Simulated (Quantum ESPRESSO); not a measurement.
Crystal: SiO.

```
Si O
1.0
     0.00000    2.43364    2.43364
     2.43364    0.00000    2.43364
     2.43364    2.43364    0.00000
Si O
1 1
Direct
  0.75000 0.75000 0.75000
  0.00000 0.00000 0.00000
```

The cell was built by a generator and needn't be a form met in nature.

Base run:

```yaml
Program: Quantum ESPRESSO 7.5
Functional: HLE16
Potentials_or_basis: SG15 PBE 1.2
Cutoff: 1197 eV
Density_cutoff: 4789 eV
k_mesh: 9 × 9 × 9
Occupations: fermi-dirac, width 0.05 eV
Spin: no spin polarisation
```

Its results: band gap on the k mesh none (metal or under the smearing width); pressure -12.2 GPa.

**Question.** The run is repeated on the same cell with these changes: functional from HLE16 to optB88-vdW. What comes out?

**Answer.** Band gap on the k mesh none (metal or under the smearing width); pressure 1.8 GPa.

Caveats: the potentials were made for another functional, which shifts forces and pressure; the potentials were made for a functional far from this one (some runs); some levels on the path didn't converge (some runs).
